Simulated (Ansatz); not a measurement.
# Phosphorus, omega (AlB2-type) under LDA: structure, energy and stiffness

The plan for phosphorus in the omega (AlB2-type) structure: relax it, solve it on a dense k-mesh, then scale the cell to 7 volumes from 88 to 112 % of the relaxed one and try a fit of the equation of state. Spin polarisation is left out. The k-meshes are 8×8×12 for the relaxation; 11×11×17 for the dense run; 9×9×14 for the volumes.

Computed with Ansatz 0.2.0 (DFT LDA (PW92), plane waves (420 eV) with PAW, scalar-relativistic; PAW files made under PBE, frozen cores solved again for the functional, unless a step says otherwise).

## 1. The system as given

It takes space group P6/mmm (No. 191, hexagonal). The conventional cell has a = 4.414 Å, b = 4.414 Å, c = 2.706 Å, α = 90.00°, β = 90.00°, γ = 120.00°. Around P (site symmetry 6/mmm) lie 14 P at 2.71 to 2.89 Å. P (site symmetry -6m2) has 11 P at 2.55 to 2.89 Å as nearest neighbours.

As a file:

```xyz
3
Lattice="4.4144 0.0000 0.0000 -2.2072 3.8230 0.0000 0.0000 0.0000 2.7060" Properties=species:S:1:pos:R:3 pbc="T T T"
P     0.0000    0.0000    0.0000
P     0.0000    2.5487    1.3530
P     2.2072    1.2743    1.3530
```

## 2. Relaxation of the cell

Contents of input.yaml:

```yaml
crystal:
  lattice:
    - [4.4144220315, 0.0, 0.0]
    - [-2.2072110158, 3.8230016223, 0.0]
    - [0.0, 0.0, 2.7060407053]
  atoms:
    - { symbol: P, position: [0.0, 0.0, 0.0] }
    - { symbol: P, position: [0.3333333333, 0.6666666667, 0.5] }
    - { symbol: P, position: [0.6666666667, 0.3333333333, 0.5] }
hamiltonian:
  xc: lda
  pseudopotentials:
    kind: paw
    azcp:
      P: "pseudopotentials/P.paw.azcp"
basis:
  ecutwfc: 420
  fft_grid_basis: typed
kpoints:
  mp_grid: { grid: [8, 8, 12], shift: [0, 0, 0] }
magnetization:
  spin_polarized: false
scf:
  occupations: { method: fermi_dirac, width: 0.1 }
relax:
  max_steps: 60
  f_tol: 0.01
  cell: {}
```

Further steps of the session: Single point on a dense mesh; The cell scaled to 88 % of its volume; The cell scaled to 92 % of its volume; The cell scaled to 96 % of its volume; The cell scaled to 100 % of its volume; The cell scaled to 104 % of its volume; The cell scaled to 108 % of its volume; The cell scaled to 112 % of its volume.

**Question.** What will these runs give? Wanted: space group; conventional cell; volume; shortest distance; gap on the mesh; relative to black phosphorus; highest ELF outside the cores; V₀, B₀, B₀′.

As calculated:

| quantity | value |
| --- | --- |
| space group (spins left aside) | P6/mmm (No. 191) |
| conventional cell | a = 4.379 Å, c = 2.477 Å (c/a = 0.566) |
| volume | 13.710 Å³/atom |
| shortest distance | 2.477 Å |
| gap on the mesh | none (levels filled in part) |
| relative to black phosphorus | +546 meV/atom |
| highest ELF outside the cores | 0.84, 0.76 Å from the nearest atom |
| V₀, B₀, B₀′ | 13.703 Å³/atom, 110 GPa, 3.6 |

What this shows: From the guessed start the volume shrank by 9.9 % in 8 steps. It lies 546 meV/atom above the element's reference form at the same level (black phosphorus, from a run of its own), so it is far from stable. Levels at the Fermi energy are filled in part, as in a metal. B₀ comes out at 110 GPa; letting shape and positions relax at each volume could only lower it. Relaxation kept the symmetry; phonons were not checked.
